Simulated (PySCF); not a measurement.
# MoCl₂: triplet, from a linear start

Where does triplet MoCl₂ go from a linear start, is the end point a minimum, and what are its modes, charges and moments?

Computed with PySCF 2.14.0. Level: PBE, basis Mo def2-SVP with ECP28, Cl def2-SVP, scalar-relativistic core potentials, no spin–orbit coupling, density fitting.

## 1. The system as given

3 atoms, charge 0, spin multiplicity 3.

Bond lengths: Mo1–Cl2 2.370 Å, Mo1–Cl3 2.370 Å. Angles: Cl2–Mo1–Cl3 180.0°.

```xyz
3
charge 0 multiplicity 3
Mo    0.0000    0.0000    0.0000
Cl    0.0000    0.0000    2.3700
Cl    0.0000    0.0000   -2.3700
```

## 2. Linear start, triplet: relaxation

One driver script runs all steps and calls PySCF; scf.py shows how it sets up the SCF of each step. The optimiser is the driver's own. Before each start the driver seeks the lowest SCF state from one or more starting densities and follows internal instabilities, so scf.py alone need not reach the same state.

The program finds D∞h symmetry in the start, which this walk keeps.

Input file scf.py:

```python
from pyscf import gto, scf, dft
mol = gto.M(atom='''
Mo     0.000000     0.000000     0.000000
Cl     0.000000     0.000000     2.370000
Cl     0.000000     0.000000    -2.370000''',
    basis={'Mo': 'def2-SVP', 'Cl': 'def2-SVP'},
    ecp={'Mo': 'def2-SVP'},
    charge=0, spin=2)
mf = dft.UKS(mol, xc='PBE')
mf.grids.atom_grid = (50, 194)
aux = {'Mo': 'def2-universal-JKFIT', 'Cl': 'def2-universal-JKFIT'}
mf = mf.density_fit(auxbasis=aux)
mf.kernel()
```

Energy and gradient, step by step:

```csv
step,energy (Eh),change (kJ/mol),largest symmetric gradient (Eh/bohr)
0,-987.957635,0.00,0.02456
1,-987.962045,-11.58,0.00941
2,-987.962635,-13.13,0.00219
3,-987.962665,-13.21,0.00014
4,-987.962665,-13.21,0.00000
```

The walk took 4.1 s on 4 threads, shared host.

Geometry (Å) and forces (eV/Å) at some steps:

```
step 0
Mo   0.000   0.000   0.000   0.000   0.000   0.000
Cl   0.000   0.000   2.370   0.001   0.000  -1.263
Cl   0.000   0.000  -2.370  -0.001   0.000   1.263
step 1
Mo   0.000   0.000   0.000   0.000   0.000   0.000
Cl   0.000   0.000   2.303   0.001   0.000  -0.484
Cl   0.000   0.000  -2.303  -0.001   0.000   0.484
step 2
Mo   0.000   0.000   0.000   0.000   0.000   0.000
Cl   0.000   0.000   2.262   0.001   0.000   0.112
Cl   0.000   0.000  -2.262  -0.001   0.000  -0.113
step 3
Mo   0.000   0.000   0.000   0.000   0.000   0.000
Cl   0.000   0.000   2.270   0.001   0.000  -0.007
Cl   0.000   0.000  -2.270  -0.001   0.000   0.007
step 4
Mo   0.000   0.000   0.000   0.000   0.000   0.000
Cl   0.000   0.000   2.269   0.001   0.000   0.000
Cl   0.000   0.000  -2.269  -0.001   0.000   0.000
```

End point (D∞h, 4 steps, 13.2 kJ/mol gained): Mo–Cl 2.269 Å (×2); Cl–Mo–Cl 180.0°.

## 3. Vibrations and properties at this point

On the finer grid the gradient is checked again; gradients at displacements of ±0.01 bohr then give force constants and infrared intensities.

Edit scf.py of step 2 so:

```diff
@@ -3,3 +3,3 @@
-Mo     0.000000     0.000000     0.000000
-Cl     0.000000     0.000000     2.370000
-Cl     0.000000     0.000000    -2.370000''',
+Mo    -0.000000     0.000000     0.000000
+Cl     0.000000    -0.000000     2.269327
+Cl    -0.000000     0.000000    -2.269327''',
@@ -10 +10 @@
-mf.grids.atom_grid = (50, 194)
+mf.grids.atom_grid = (75, 302)
```

This SCF starts from the last density.

Log of the central SCF (cycles and frontier levels), cut to the lines that bear on the results:

```text
[... the frontier levels of the middle cycles are left out ...]
init E= -987.962643917165
[... the frontier-level lines of each cycle are left out ...]
cycle= 1 E= -987.962643916916  delta_E= 2.5e-10  |g|= 3.58e-05  |ddm|= 0.000126
cycle= 2 E= -987.962643905579  delta_E= 1.13e-08  |g|= 0.000136  |ddm|= 0.00026
cycle= 3 E= -987.962643918365  delta_E= -1.28e-08  |g|= 7.56e-06  |ddm|= 0.000198
cycle= 4 E= -987.962643918468  delta_E= -1.03e-10  |g|= 6.93e-06  |ddm|= 1.96e-05
cycle= 5 E= -987.962643918848  delta_E= -3.81e-10  |g|= 6.99e-06  |ddm|= 7.71e-05
cycle= 6 E= -987.962643920575  delta_E= -1.73e-09  |g|= 6.9e-06  |ddm|= 0.000358
cycle= 7 E= -987.962643921104  delta_E= -5.29e-10  |g|= 6.89e-06  |ddm|= 0.000111
cycle= 8 E= -987.962643921922  delta_E= -8.19e-10  |g|= 6.89e-06  |ddm|= 0.000173
cycle= 9 E= -987.962643925879  delta_E= -3.96e-09  |g|= 6.88e-06  |ddm|= 0.000838
cycle= 10 E= -987.962643928249  delta_E= -2.37e-09  |g|= 6.86e-06  |ddm|= 0.000505
cycle= 11 E= -987.962643934199  delta_E= -5.95e-09  |g|= 6.85e-06  |ddm|= 0.00128
cycle= 12 E= -987.962643967468  delta_E= -3.33e-08  |g|= 7.59e-06  |ddm|= 0.00737
cycle= 13 E= -987.962643981786  delta_E= -1.43e-08  |g|= 7.23e-06  |ddm|= 0.00331
cycle= 14 E= -987.962643990808  delta_E= -9.02e-09  |g|= 6.78e-06  |ddm|= 0.00213
[... 8 cycles left out ...]
cycle= 23 E= -987.962644154685  delta_E= -6.8e-08  |g|= 9.88e-05  |ddm|= 0.0121
cycle= 24 E= -987.962644161452  delta_E= -6.77e-09  |g|= 1.8e-05  |ddm|= 0.00646
cycle= 25 E= -987.962644179234  delta_E= -1.78e-08  |g|= 2.41e-05  |ddm|= 0.011
cycle= 26 E= -987.962644185788  delta_E= -6.55e-09  |g|= 1.8e-05  |ddm|= 0.00471
cycle= 27 E= -987.962644185202  delta_E= 5.86e-10  |g|= 3.21e-06  |ddm|= 0.00101
cycle= 28 E= -987.962644196083  delta_E= -1.09e-08  |g|= 5.02e-05  |ddm|= 0.0219
cycle= 29 E= -987.962644197008  delta_E= -9.25e-10  |g|= 1.09e-05  |ddm|= 0.00888
cycle= 30 E= -987.962644199674  delta_E= -2.67e-09  |g|= 6.51e-06  |ddm|= 0.00501
cycle= 31 E= -987.962644200514  delta_E= -8.4e-10  |g|= 8.25e-06  |ddm|= 0.00281
cycle= 32 E= -987.962644199085  delta_E= 1.43e-09  |g|= 2.45e-05  |ddm|= 0.00157
cycle= 33 E= -987.962644200182  delta_E= -1.1e-09  |g|= 1.44e-05  |ddm|= 0.00123
cycle= 34 E= -987.962644201097  delta_E= -9.15e-10  |g|= 4.4e-06  |ddm|= 0.00285
cycle= 35 E= -987.962644201273  delta_E= -1.76e-10  |g|= 4.19e-06  |ddm|= 0.00229
cycle= 36 E= -987.962644201294  delta_E= -2.09e-11  |g|= 1.46e-06  |ddm|= 0.000381
Extra cycle  E= -987.962644201288  delta_E= 5.68e-12  |g|= 3.58e-06  |ddm|= 1.62e-05
converged SCF energy = -987.962644201288  <S^2> = 2.8528535  2S+1 = 3.5229837
```

The whole step took 12 s.

Geometry: D∞h; Mo–Cl 2.269 Å (×2); Cl–Mo–Cl 180.0°.

Harmonic modes (main isotopes):

```json
{"ω (cm⁻¹)": "65i", "IR (km/mol)": "3.1"}
{"ω (cm⁻¹)": "68", "IR (km/mol)": "0.7"}
{"ω (cm⁻¹)": "344", "IR (km/mol)": "0.0"}
{"ω (cm⁻¹)": "425", "IR (km/mol)": "111"}
```

1 mode is imaginary, the largest at 65i cm⁻¹: a saddle point, not a minimum.

The SCF density has lower symmetry than the nuclear frame, so the modes carry no labels; pairs that should be degenerate can split.

Constants and moments:

```
Dipole moment                                                   : 0.00 D
Highest occupied level                                          : -4.67 eV
Lowest empty level                                              : -4.95 eV
Rotational constants                                            : 0.0468 cm⁻¹
Zero-point energy (real modes)                                  : 5.0 kJ/mol
Principal polarisabilities                                      : 47.4, 52.3, 92.6 bohr³
Atomisation energy without zero-point energy                    : 701 kJ/mol
Principal traceless quadrupole moments about the centre of mass : -4.81, 0.44, 4.37 D Å
Spin squared ⟨S²⟩                                               : 2.853
```

Populations by atom (charges in e):

| atom | Mulliken | Löwdin | polar tensor | spin (Mulliken) | Mayer order to Mo1 |
| --- | --- | --- | --- | --- | --- |
| Mo1 | 0.32 | -0.41 | 0.89 | 2.18 | – |
| Cl2,3 | -0.16 | 0.21 | -0.45 | -0.09 | 1.37 |

Mulliken populations on Mo1 (outside its core potential): s 2.75, p 6.35, d 4.56, f 0.02.

## 4. Following the imaginary mode

The start is the last point, displaced along its most imaginary mode.

The program finds C2v symmetry in the start, which this walk keeps.

Edit scf.py of step 3 so:

```diff
@@ -3,3 +3,3 @@
-Mo    -0.000000     0.000000     0.000000
-Cl     0.000000    -0.000000     2.269327
-Cl    -0.000000     0.000000    -2.269327''',
+Mo    -0.000000    -0.178585    -0.000000
+Cl     0.000000     0.250000     2.269327
+Cl     0.000000     0.250000    -2.269327''',
@@ -10 +10 @@
-mf.grids.atom_grid = (75, 302)
+mf.grids.atom_grid = (50, 194)
```

Steps of the walk:

```
step  energy (Eh)  change (kJ/mol)  largest symmetric gradient (Eh/bohr)
   0  -987.963255             0.00                               0.01228
   1  -987.964398            -3.00                               0.00450
   2  -987.964937            -4.42                               0.00424
   3  -987.965684            -6.38                               0.00543
   4  -987.966295            -7.98                               0.00279
   5  -987.966356            -8.14                               0.00168
   6  -987.966396            -8.25                               0.00048
   7  -987.966398            -8.25                               0.00025
```

The walk took 8.8 s.

Positions (Å) and forces (eV/Å) along the way:

```
step 0
Mo   0.000  -0.179   0.000   0.000   0.093   0.000
Cl   0.000   0.250   2.269   0.001  -0.046  -0.631
Cl   0.000   0.250  -2.269  -0.001  -0.046   0.631
step 1
Mo   0.000  -0.194   0.000   0.000  -0.074   0.000
Cl   0.000   0.258   2.233   0.001   0.037  -0.232
Cl   0.000   0.258  -2.233  -0.001   0.037   0.232
step 4
Mo   0.000  -0.407   0.000   0.000  -0.143   0.000
Cl   0.000   0.364   2.113   0.001   0.072   0.111
Cl   0.000   0.364  -2.113  -0.001   0.072  -0.110
step 7
Mo   0.000  -0.444   0.000   0.000  -0.008   0.000
Cl   0.000   0.383   2.098   0.001   0.004   0.013
Cl   0.000   0.383  -2.098  -0.001   0.004  -0.013
```

After 7 steps and 8.3 kJ/mol it ends at C2v: Mo–Cl 2.255 Å (×2); Cl–Mo–Cl 137.0°.

## 5. Frequencies

As before: finer grid, then central differences.

Edit scf.py of step 4 so:

```diff
@@ -3,3 +3,3 @@
-Mo    -0.000000    -0.178585    -0.000000
-Cl     0.000000     0.250000     2.269327
-Cl     0.000000     0.250000    -2.269327''',
+Mo    -0.000000    -0.345329    -0.000000
+Cl     0.000000     0.482836     2.098254
+Cl     0.000000     0.482836    -2.098254''',
@@ -10 +10 @@
-mf.grids.atom_grid = (50, 194)
+mf.grids.atom_grid = (75, 302)
```

SCF at the final geometry:

```text
init E= -987.966207265101
[... the frontier-level lines of each cycle are left out ...]
cycle= 1 E= -987.96620722487  delta_E= 4.02e-08  |g|= 0.000256  |ddm|= 0.000416
cycle= 2 E= -987.96620668529  delta_E= 5.4e-07  |g|= 0.000938  |ddm|= 0.00149
cycle= 3 E= -987.966207268436  delta_E= -5.83e-07  |g|= 3.28e-06  |ddm|= 0.00117
cycle= 4 E= -987.966207268447  delta_E= -1.09e-11  |g|= 1.55e-06  |ddm|= 8.85e-06
Extra cycle  E= -987.966207268448  delta_E= -1.82e-12  |g|= 2.97e-06  |ddm|= 1.5e-05
converged SCF energy = -987.966207268448  <S^2> = 2.8844212  2S+1 = 3.5408593
```

The whole step took 12 s.

Geometry: C2v; Mo–Cl 2.256 Å (×2); Cl–Mo–Cl 136.9°.

Harmonic modes (main isotopes):

```
ω (cm⁻¹)  IR (km/mol)     type
      67          1.8     bend
     364         13.7  stretch
     425         84.4  stretch
```

Every mode is real; the point is a minimum.

Here the density breaks the symmetry of the frame, and no labels are given.

Properties at this point:

```
Dipole moment                                                   : 1.35 D
Highest occupied level                                          : -4.66 eV
Lowest empty level                                              : -4.37 eV
Rotational constants                                            : 0.6025, 0.05475, 0.05019 cm⁻¹
Zero-point energy                                               : 5.1 kJ/mol
Principal polarisabilities                                      : 55.7, 56.1, 84.9 bohr³
Atomisation energy without zero-point energy                    : 710 kJ/mol
Principal traceless quadrupole moments about the centre of mass : -3.37, -0.08, 3.45 D Å
Entropy at 298.15 K and 1 bar (electronic part: spin only)      : 312.5 J/(mol K)
Heat capacity Cp at 298.15 K                                    : 53.9 J/(mol K)
Enthalpy at 298.15 K above 0 K                                  : 13.67 kJ/mol
Rotational symmetry number                                      : 2
Spin squared ⟨S²⟩                                               : 2.884
```

Charges (e) and bond orders:

| atom | Mulliken | Löwdin | polar tensor | spin (Mulliken) | Mayer order to Mo1 |
| --- | --- | --- | --- | --- | --- |
| Mo1 | 0.32 | -0.42 | 0.92 | 2.08 | – |
| Cl2,3 | -0.16 | 0.21 | -0.46 | -0.04 | 1.39 |

Outer orbital energies (eV). α occupied: -9.48, -8.75, -8.63, -8.38, -8.34, -5.73, -5.63, -5.26; empty: -4.37, -4.10, -1.85, -0.64. β occupied: -20.14, -10.07, -9.34, -8.68, -8.49, -8.34, -8.30, -4.66; empty: -3.85, -3.72, -3.56, -3.41.

Mulliken populations on Mo1 (outside its core potential): s 2.69, p 6.34, d 4.64, f 0.02.

## 6. The points found, side by side

| spin | group | bonds | imaginary modes (cm⁻¹) | ΔE (kJ/mol) | with zero-point energy |
| --- | --- | --- | --- | --- | --- |
| broken-symmetry (Ms = 1) | C2v (density of lower symmetry) | Mo–Cl 2.256 Å (×2) | none | 0.0 | 0.0 |
| broken-symmetry (Ms = 1) | D∞h (density of lower symmetry) | Mo–Cl 2.269 Å (×2) | 65i | 9.4 | – |

## 7. What came out

| quantity | value |
| --- | --- |
| minimum | broken-symmetry (Ms = 1), C2v |
| geometry | Mo–Cl 2.256 Å (×2); Cl–Mo–Cl 136.9° |
| wavenumbers (cm⁻¹) | 67, 364, 425 |
| dipole moment | 1.35 D |
| highest occupied, lowest empty level (either spin) | -4.66, -4.37 eV |
| polar-tensor charge of Mo1 | +0.92 e |
| zero-point energy | 5.1 kJ/mol |
| entropy at 298.15 K | 312.5 J/(mol K) |
| atomisation energy (no zero-point energy) | 710 kJ/mol |
| ⟨S²⟩ | 2.884 |

From D∞h at the start the molecule goes to a C2v minimum, after a stop at a saddle point 9.4 kJ/mol higher, from which it was pushed off along an imaginary mode. The determinant is spin-contaminated (⟨S²⟩ = 2.88 against 2.00), so it is no pure spin state. In the infrared the band at 425 cm⁻¹ (stretch) leads. Other starts or spin states, not run here, may lie lower. The SCF density has lower symmetry than the nuclear frame. Take wavenumbers under 90 cm⁻¹ as rough. Open d and f shells are described by one determinant, and the ground state may have another occupation or spin.

The search up to here took 46 s on 4 threads, shared host.
